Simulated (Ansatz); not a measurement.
What does this script print? It uses Ansatz 0.2.0 through its Python package.

`h6ssi3.py`
```python
"""Potential curve of H6SSi3 along one bond."""

import ansatz as az
import numpy as np

BASIS = "def2-SVP"
LEVEL = "MP2"


def main() -> None:
    geometry_ang = [
        ("S", [-2.0945, 0.1644, -1.4646]),
        ("Si", [-0.9388, 0.2436, 0.2614]),
        ("Si", [0.497, -1.4319, 0.4896]),
        ("Si", [1.3288, 0.6524, -0.0851]),
        ("H", [-2.4394, 1.5085, -1.5338]),
        ("H", [-1.5535, 0.8701, 1.4705]),
        ("H", [0.9214, -1.8368, 1.8942]),
        ("H", [0.6788, -2.4315, -0.5879]),
        ("H", [1.7087, 0.815, -1.4509]),
        ("H", [1.9747, 1.3949, 1.0096]),
    ]
    h6ssi3 = az.Crystal.molecule()
    for symbol, xyz in geometry_ang:
        h6ssi3 = h6ssi3.atom(symbol, xyz)

    symbols = [site.symbol for site in h6ssi3.cartesian_sites]
    start = np.array([site.position_ang for site in h6ssi3.cartesian_sites])
    axis = (start[4] - start[0]) / np.linalg.norm(start[4] - start[0])
    moving = [4]
    lengths, energies = [1.223, 1.278, 1.334, 1.389, 1.445, 1.501, 1.556, 1.639], []
    for length in lengths:
        xyz = start.copy()
        xyz[moving] += (length - np.linalg.norm(start[4] - start[0])) * axis
        point = az.Crystal.molecule()
        for symbol, xyz in zip(symbols, xyz):
            point = point.atom(symbol, xyz.tolist())
        model = (
            point.calculation()
            .basis(gaussian=BASIS)  # atom-centred Gaussian functions
            .correlation(LEVEL)
        )
        summary = model.run(threads=1).report
        energies.append(summary["free_energy_ev"])
        print(f"r = {length:6.3f} A  E = {energies[-1]:.5f} eV  <S^2> = {abs(summary['mean_field']['state']['spin_squared']):.3f}")

    # quartic fit about the minimum
    fit = np.polynomial.Polynomial.fit(lengths, np.array(energies) - min(energies), 4).convert()
    roots = [r.real for r in fit.deriv().roots() if abs(r.imag) < 1e-9 and fit.deriv(2)(r.real) > 0]
    r_e = min(roots, key=lambda r: abs(r - lengths[int(np.argmin(energies))]))
    print(f"minimum of the fit at {r_e:.4f} A, force constant {fit.deriv(2)(r_e):.2f} eV/A^2")


if __name__ == "__main__":
    main()
```

`python h6ssi3.py` gives:
```text
r =  1.223 A  E = -34498.61444 eV  <S^2> = 0.000
r =  1.278 A  E = -34498.79680 eV  <S^2> = 0.000
r =  1.334 A  E = -34498.86107 eV  <S^2> = 0.000
r =  1.389 A  E = -34498.83412 eV  <S^2> = 0.000
r =  1.445 A  E = -34498.73829 eV  <S^2> = 0.000
r =  1.501 A  E = -34498.59177 eV  <S^2> = 0.000
r =  1.556 A  E = -34498.41250 eV  <S^2> = 0.000
r =  1.639 A  E = -34498.09879 eV  <S^2> = 0.000
minimum of the fit at 1.3427 A, force constant 28.28 eV/A^2
```

Reading the output:
- Total energies depend on the basis set; only differences at equal settings carry meaning.
- The rest of the molecule is held rigid at a force-field or estimated start geometry, and the basis set is modest; single-reference methods fail as a bond breaks.
- The orbitals are restricted, so S² is zero by construction.
- S² is that of the Hartree-Fock reference.
- Wall time of the script: 15 s on 1 thread of Arm Neoverse V1 (shared host), peak memory 0.26 GiB.

(Lines on the test bed's own set-up are left out of the output.)
